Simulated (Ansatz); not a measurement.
ScRu3:

```
CELL_PARAMETERS angstrom
-1.94926 1.94926 4.02229
1.94926 -1.94926 4.02229
1.94926 1.94926 -4.02229
ATOMIC_POSITIONS crystal
Ru 0.50000 0.50000 0.00000
Ru 0.25000 0.75000 0.50000
Ru 0.75000 0.25000 0.50000
Sc 0.00000 0.00000 0.00000
```

The cell comes from a database or a generator and needn't be the stable form of this composition.

Base run:

```yaml
Program: Ansatz 0.2.0
Functional: LDA
Potentials_or_basis: Ansatz PAW
Cutoff: "420 eV (not typed: the program's choice for these potentials)"
k_mesh: 10 × 10 × 10
Occupations: methfessel-paxton, width 0.1 eV
Spin: no spin polarisation
```

Its results: band gap on the k mesh none (metal or under the smearing width); pressure -14.7 GPa.

The run is repeated on the same cell with these changes: functional from LDA to PBE; occupations from methfessel-paxton, width 0.1 eV to gaussian, width 0.02 eV. What comes out?

Band gap on the k mesh none (metal or under the smearing width); pressure -1.8 GPa.

Caveats: the PAW data sets come from PBE, with cores solved anew for the run's functional, which leaves a small shift of forces and pressure (some runs).
